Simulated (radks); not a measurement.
# Ionising nitrogen step by step, N to N⁶⁺

An exercise on one series of results from a longer session: the logs are not shown, and one member is left open.

Method: Dirac Kohn-Sham, BLYP, spin-unpolarised, spherical densities, point nucleus; open shells are shared between the two j in proportion to 2j + 1. Code: radks (a radial shooting solver on a logarithmic mesh, Libxc functionals) version 1.

## The system

* element: nitrogen (Z = 7)
* charges: 0 to 6
* first configuration: [He] 2s2 2p3
* last configuration: 1s1

Outer shells as boxes (Hund's rule):

N
```
[He] core
2s [↑↓]
2p [↑ ][↑ ][↑ ]
```

N⁶⁺
```
1s [↑ ]
```

Set-up of the first run:

The run's settings:

```text
Z 7
configuration [He] 2s2 2p3
relativity Dirac
functional b88,lyp
spin unpolarised
j_filling average
nucleus point
c 137.035999084
```

Steps of the session up to this table: N, [He] 2s2 2p3; N⁺, [He] 2s2 2p2; N²⁺, [He] 2s2 2p1; N³⁺, [He] 2s2; N⁴⁺, [He] 2s1; N⁵⁺, [He]; N⁶⁺, 1s1.

One of the session's tables, all rows but one given; the rest of the session is left out.

| species | Δ-SCF (eV) | −ε(HOMO) (eV) |
| --- | --- | --- |
| N | 13.574 | 7.057 |
| N⁺ | 28.873 | 20.677 |
| N²⁺ | 47.159 | 37.547 |
| N³⁺ | ? | ? |
| N⁴⁺ | 97.374 | 87.623 |
| N⁵⁺ | 561.54 | 512.07 |
| N⁶⁺ | 657.19 | 611.24 |

Q: Estimate the row for N³⁺ from the others.

As computed: Δ-SCF (eV): 77.807; −ε(HOMO) (eV): 68.070. In the column «Δ-SCF (eV)» it lies between N²⁺ (47.159) and N⁴⁺ (97.374).

There the highest level belongs to another shell. Minus the highest eigenvalue gives 52 to 93 % of the Δ-SCF value along the ladder. Spin polarisation and multiplet splitting are left out, so open shells lie too high by an amount that depends on their filling.
